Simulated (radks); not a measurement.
**K³⁺ in [Ne] 3s1.75 3p4 3d0.25: an all-electron calculation**

The task here is to estimate one member of a computed series from the others.

Program: radks (a radial shooting solver on a logarithmic mesh, Libxc functionals) version 1. Level of theory: scalar-relativistic Kohn-Sham, PBE, spin-polarised, spherical densities, finite nucleus; open shells are filled with parallel spins first. These are calculated values, not measurements, unless marked.

## The atom as given

```
element            : potassium (Z = 19)
charge             : +3
electrons          : 16
configuration      : [Ne] 3s1.75 3p4 3d0.25
nuclear rms radius : 3.4349 fm
```

The first run:

Settings of this run:

```text
Z 19
configuration [Ne] 3s1.75 3p4 3d0.25 4s0 4p0 4d0 4f0
relativity scalar-relativistic
functional pbe,pbe
spin polarised
nucleus finite rms 3.4349 fm
c 137.035999084
```

Command:

```console
$ python run_ks.py task.json out
```

This one command runs every case of the session in turn.

One of the session's tables, all rows but one given; the rest of the session is left out.

It belongs to the step «Radial structure». From the orbitals of this run (lengths in bohr):

```
  level      <r>  outermost maximum (interpolated)  90 % within  nodes
  1s up  0.08105                            0.0530        0.145      0
1s down  0.08104                            0.0530        0.145      0
  2s up   0.3871                             0.318        0.604      1
2s down   0.3869                             0.318        0.603      1
  2p up   0.3498                             0.262        0.578      0
2p down   0.3496                             0.262        0.577      0
  3s up    1.196                              1.05         1.77      2
3s down    1.204                              1.05         1.79      2
  3p up    1.284                              1.10         1.95      1
3p down    1.301                              1.11         1.98      1
  3d up    1.521                              1.19         2.45      0
3d down    1.585                              1.21         2.58      0
  4s up        ?                                 ?            ?      ?
4s down    2.990                              2.77         4.29      3
  4p up    3.281                              3.05         4.73      2
```

Q: Estimate the row for 4s up from the others.

As computed: <r>: 2.934; outermost maximum (interpolated): 2.73; 90 % within: 4.20; nodes: 3. In the column «<r>» it lies between 3d down (1.585) and 4s down (2.990).
